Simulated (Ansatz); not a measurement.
Predict the output of the script below (Ansatz 0.2.0 through its Python package).

The script, `scan_h5nsnte.py`:
```python
"""Potential curve of H5NSnTe along one bond."""

import ansatz as az
import matplotlib.pyplot as plt
import numpy as np

BASIS_SET = "def2-SVP"
FUNCTIONAL = "HF"


def main() -> None:
    geometry_ang = [
        ("N", (-1.1647, 0.323, -0.8726)),
        ("Sn", (0.4769, 0.4314, 0.2857)),
        ("Te", (1.3553, -2.1322, 0.7122)),
        ("H", (-1.3934, 1.3684, -1.103)),
        ("H", (-0.9325, -0.0815, -1.8062)),
        ("H", (0.1003, 1.2069, 1.8174)),
        ("H", (1.7461, 1.3619, -0.5303)),
        ("H", (-0.0956, -2.535, 1.4411)),
    ]
    system = az.Crystal.molecule()
    for symbol, xyz in geometry_ang:
        system = system.atom(symbol, xyz)

    symbols = [site.symbol for site in system.cartesian_sites]
    start = np.array([site.position_ang for site in system.cartesian_sites])
    axis = (start[0] - start[1]) / np.linalg.norm(start[0] - start[1])
    moving = [0, 3, 4]
    lengths, energies = [1.71, 1.85, 2.01, 2.21, 2.52, 3.02, 3.62, 4.43], []
    for length in lengths:
        xyz = start.copy()
        xyz[moving] += (length - np.linalg.norm(start[0] - start[1])) * axis
        point = az.Crystal.molecule()
        for symbol, xyz in zip(symbols, xyz):
            point = point.atom(symbol, xyz.tolist())
        base = (
            point.calculation()
            .basis(gaussian=BASIS_SET)
            .functional(FUNCTIONAL)
        )
        r = base.run().report
        energies.append(r["free_energy_ev"])
        print(f"r = {length:6.3f} A  E = {energies[-1]:.5f} eV  <S^2> = {abs(r['mean_field']['state']['spin_squared']):.3f}")

    print("energy above the lowest point (eV):", [round(e - min(energies), 3) for e in energies])
    plt.figure(figsize=(4.5, 3))
    plt.plot(lengths, np.array(energies) - min(energies), "o-")
    plt.xlabel("bond length (A)")
    plt.ylabel("E - E(min) (eV)")
    plt.tight_layout()
    plt.savefig("scan.png", dpi=100)


if __name__ == "__main__":
    main()
```

```console
$ python scan_h5nsnte.py
r =  1.710 A  E = -14628.20727 eV  <S^2> = 0.000
r =  1.850 A  E = -14629.65150 eV  <S^2> = 0.000
r =  2.010 A  E = -14630.18992 eV  <S^2> = 0.000
r =  2.210 A  E = -14630.02152 eV  <S^2> = 0.000
r =  2.520 A  E = -14629.06344 eV  <S^2> = 0.000
r =  3.020 A  E = -14627.32819 eV  <S^2> = 0.000
r =  3.620 A  E = -14625.73129 eV  <S^2> = 0.000
r =  4.430 A  E = -14624.35821 eV  <S^2> = 0.000
energy above the lowest point (eV): [1.983, 0.538, 0.0, 0.168, 1.126, 2.862, 4.459, 5.832]
```

Caveats:
- Total energies depend on the basis set; only differences at equal settings carry meaning.
- The rest of the molecule is held rigid at a force-field or estimated start geometry, and the basis set is modest; single-reference methods fail as a bond breaks.
- def2 sets replace the cores of elements past krypton by effective core potentials.
- Hartree-Fock leaves correlation out, so bond, atomisation and ionisation energies come out well too low.
- The orbitals are restricted, so S² is zero by construction.
- Toward dissociation an unrestricted state can lie under the restricted one, by tenths of an eV for polar bonds under a functional and by 1 to 2 eV or more for others.
- Hardware and time: 15 s on 1 thread of Arm Neoverse V1 (shared host), peak memory 0.28 GiB.

(Lines on the test bed's own set-up are left out of the output.)
